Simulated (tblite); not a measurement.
# Ge2H7O2Si: the cost of one run

Computed with tblite 0.8.0 and PySCF 2.14.0; each step states its level. No surroundings beyond the atoms listed, unless a continuum is named. Atoms count from 0, parts from 1.

## (1) The system as given

12 atoms, charge 0, multiplicity 2; geometry: distance geometry start.

## (2) Relaxing the cluster with GFN2-xTB

What the job is given:

```
{"job": {"kind": "relax", "xc": "GFN2-xTB", "basis": "xTB"}, "charge": 0, "multiplicity": 2}
Ge    -1.155101    -0.188719     0.879369
O     -0.849744     1.421759     1.719140
Si     0.019081     2.780401     1.026926
Ge    -0.242386    -2.145029     1.921174
O     -1.039495    -0.176318    -0.989356
H     -0.699999     3.999275     1.246352
H      1.306035     2.903642     1.615774
H      0.179273     2.587704    -0.393642
H      0.597696    -2.962045     0.951794
H     -1.356288    -3.013298     2.488800
H      0.656540    -1.707317     3.085107
H     -0.238056    -0.048321    -1.495293
```

Level: GFN2-xTB geometry optimisation, gas phase.

Started as:

```sh
> OMP_NUM_THREADS=1 python cluster_run.py task.json out
```

This one command runs all jobs of the session in turn.

**Question.** How long does this first job take on 1 thread of Intel Xeon 6975P-C, shared host?

About 3.6 s.
